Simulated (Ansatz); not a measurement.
# In4Sb: the cost of one run

Method: DFT PBE, scalar-relativistic, plane waves, PAW, in Ansatz 0.2.0.

### Step 1. The structure to begin with

Symmetry: Pm-3m, No. 221, cubic system. Conventional cell: a = 5.065 Å, b = 5.065 Å, c = 5.065 Å, α = 90.00°, β = 90.00°, γ = 90.00°. Around In (site symmetry 4/mmm) lie 2 In at 2.53 Å. In (site symmetry m-3m) is surrounded by 6 In at 2.53 Å. Sb (site symmetry m-3m) has 12 In at 3.58 Å as nearest neighbours.

Structure file:

```cif
data_structure
_symmetry_space_group_name_H-M 'Pm-3m'
_symmetry_Int_Tables_number 221
_cell_length_a 5.0654
_cell_length_b 5.0654
_cell_length_c 5.0654
_cell_angle_alpha 90.000
_cell_angle_beta 90.000
_cell_angle_gamma 90.000
_cell_volume 129.97
loop_
_atom_site_label
_atom_site_type_symbol
_atom_site_symmetry_multiplicity
_atom_site_Wyckoff_symbol
_atom_site_fract_x
_atom_site_fract_y
_atom_site_fract_z
_atom_site_occupancy
In1 In 3 c 0.00000 0.50000 0.50000 1
In2 In 1 b 0.50000 0.50000 0.50000 1
Sb1 Sb 1 a 0.00000 0.00000 0.00000 1
```

Recipe of the guess: random cell by space group and Wyckoff sites (Pm-3m, No. 221). Its size is a rough estimate.

### Step 2. A first look at the guess

Input file input.yaml:

```yaml
crystal:
  lattice:
    - [5.06544219, 0.0, 0.0]
    - [0.0, 5.06544219, 0.0]
    - [0.0, 0.0, 5.06544219]
  atoms:
    - { symbol: In, position: [0.0, 0.5, 0.5] }
    - { symbol: In, position: [0.5, 0.0, 0.5] }
    - { symbol: In, position: [0.5, 0.5, 0.0] }
    - { symbol: In, position: [0.5, 0.5, 0.5] }
    - { symbol: Sb, position: [0.0, 0.0, 0.0] }
basis:
  ecutwfc: 420
kpoints:
  mp_grid: { grid: [4, 4, 4] }
hamiltonian:
  xc: pbe
scf:
  occupations: { method: gaussian, width: 0.1 }
  lower_state_search: "off"
output:
  forces: true
  stress: true
  eigenvalues: true
```

Command:

```sh
ansatz run input.yaml --threads 1 --pin off --max-ram 2560MiB --backend cpu --events-out ev --progress --plain --runs-dir out
```

**Question.** How long does this run take on 1 thread of AMD EPYC 9R45 (Zen 5), shared host, and how much memory does it need?

About 1.2 s, with a peak of 0.44 GiB.
